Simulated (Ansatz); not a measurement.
# ClGaH4O2: the cost of one run

Method: RKS PBE0/def2-SVP, in Ansatz 0.2.0.

1 further run of the same task is left out (it didn't finish).

## (1) The system as given

Bond lengths: Ga1–Cl2 2.590 Å, Ga1–O3 1.790 Å, O3–H4 1.010 Å, Ga1–O5 1.790 Å, O5–H6 1.010 Å. Angles: Cl2–Ga1–O3 120.0°, Cl2–Ga1–O5 120.0°, O3–Ga1–O5 120.0°, Ga1–O3–H4 109.5°, Ga1–O5–H6 109.5°.

Coordinates:

```xyz
8

Ga    0.0000    0.0000    0.0000
Cl    0.0000    0.0000    2.5900
O     1.5501    0.0000   -0.8950
H     1.8500   -0.9519   -1.0499
O    -1.5501    0.0000   -0.8950
H    -2.0598   -0.8467   -0.6865
H     0.0838    1.7726    0.5897
H     0.0713    1.5086    1.5637
```

## (2) Pulling towards end A

Springs on the bonds that form and break draw the guess towards this end; the thresholds are loose.

File input.yaml:

```yaml
crystal:
  periodic: [false, false, false]
  atoms:
    - { symbol: Ga, position_ang: [0.0, 0.0, 0.0] }
    - { symbol: Cl, position_ang: [0.0, 0.0, 2.59] }
    - { symbol: O, position_ang: [1.5501, 0.0, -0.895] }
    - { symbol: H, position_ang: [1.85, -0.9519, -1.0499] }
    - { symbol: O, position_ang: [-1.5501, 0.0, -0.895] }
    - { symbol: H, position_ang: [-2.0598, -0.8467, -0.6865] }
    - { symbol: H, position_ang: [0.0838, 1.7726, 0.5897] }
    - { symbol: H, position_ang: [0.0713, 1.5086, 1.5637] }
basis:
  gaussian: { orbitals: def2-SVP }
hamiltonian:
  xc: pbe0
relax:
  f_tol: 0.15
  max_steps: 25
  restrain:
    - { distance: [0, 6], at: 2.77, k: 30.0 }
    - { distance: [7, 1], at: 2.57, k: 30.0 }
    - { distance: [0, 1], at: 2.24, k: 30.0 }
    - { distance: [7, 6], at: 0.66, k: 30.0 }
```

Launch:

```bash
$ ansatz run input.yaml --threads 2 --pin off --max-ram 3072MiB --backend cpu --events-out ev --progress --plain --runs-dir out
```

Q: Estimate wall time and peak memory on 2 threads of Arm Neoverse V1, shared host.

About 40 s, with a peak of 0.22 GiB.
